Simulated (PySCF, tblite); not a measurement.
**C5H11O2Si radical: geometry, infrared bands and EPR parameters**

Wanted: the infrared bands and EPR parameters of C5H11O2Si radical (`CO[C@@H](C)[CH][SiH2]C=O`), by calculation.

Programs: tblite 0.8.0 and PySCF 2.14.0, with density-fitted response routines of our own. Each step states its level of theory. These are calculated values for one molecule in the gas phase, unless marked as measured. Atoms count from 0, in the outputs and in this text.

## Step 1: Starting geometry

19 atoms, charge 0, multiplicity 2; geometry from: force field or distance geometry start.

Bonds of the start (Å): C0–O1 1.38, O1–C2 1.41, C2–C3 1.49, C2–C4 1.46, C4–Si5 1.81, Si5–C6 1.86, C6–O7 1.24, C0–H8 1.11, C0–H9 1.14, C0–H10 1.10, C2–H11 1.14, C3–H12 1.12, C3–H13 1.12, C3–H14 1.09, C4–H15 1.11, Si5–H16 1.46, Si5–H17 1.50, C6–H18 1.08.

## Step 2: Geometry optimisation with GFN2-xTB

Job settings and geometry (Å):

```
{"job": {"kind": "relax", "xc": "GFN2-xTB", "basis": "xTB"}, "charge": 0, "multiplicity": 2}
C     -1.875800     1.633400    -0.716900
O     -0.898800     0.674900    -0.899600
C     -0.844000    -0.202700     0.206700
C     -1.294800    -1.533100    -0.290200
C      0.438800    -0.095400     0.894500
Si     1.954700    -0.612700     0.043000
C      3.142200     0.812600    -0.085800
O      4.335000     0.501500    -0.245500
H     -1.728400     2.261000     0.189100
H     -2.902300     1.156100    -0.579000
H     -1.972600     2.307000    -1.587000
H     -1.665700     0.169800     0.899600
H     -1.958500    -1.402800    -1.178600
H     -1.937600    -2.100000     0.425300
H     -0.485200    -2.197200    -0.586200
H      0.359400    -0.467100     1.937600
H      1.823100    -1.133500    -1.311000
H      2.674400    -1.606900     0.902000
H      2.826300     1.844500    -0.010200
```

Started as:

```bash
$ OMP_NUM_THREADS=1 python probes_run.py task.json out
```

The driver reads the jobs from task.json and runs them one after another.

**Question.** This job is followed by: GFN2-xTB harmonic vibrations, gas phase; UKS B3LYP, pcH-1 on C H O Si, non-relativistic, mean-field spin-orbit, GIAO. What will the session give for the following? strongest single infrared mode (GFN2-xTB); zero-point energy (GFN2-xTB); g(iso) (B3LYP); ⟨S²⟩; largest a(iso) (averaged by class); surface potential, 1st and 99th percentile.

As calculated:

| quantity | value |
| --- | --- |
| strongest single infrared mode (GFN2-xTB) | 1748 cm⁻¹, 519 km/mol |
| zero-point energy (GFN2-xTB) | 90.1 kcal/mol |
| g(iso) (B3LYP) | 2.00275 |
| ⟨S²⟩ | 0.756 (exact 0.75) |
| largest a(iso) (averaged by class) | 1H on H11, 95.2 MHz |
| surface potential, 1st and 99th percentile | -1.69 V and 0.99 V |

In words: Relaxing lowered the energy by 0.934 eV in 173 steps; the close pair that moved most is Si5–C6, from 1.860 to 1.936 Å. All 51 modes are real, so the xTB geometry is a minimum. The strongest single mode, at 1748 cm⁻¹, moves mainly C6 and O7. GFN2-xTB is a fitted tight-binding method: band positions and strengths are rough. Its intensities can rank the bands wrongly. C4 carries the largest spin population, 0.96 e. The isotropic g lies 0.4 ppt above the free-electron value.
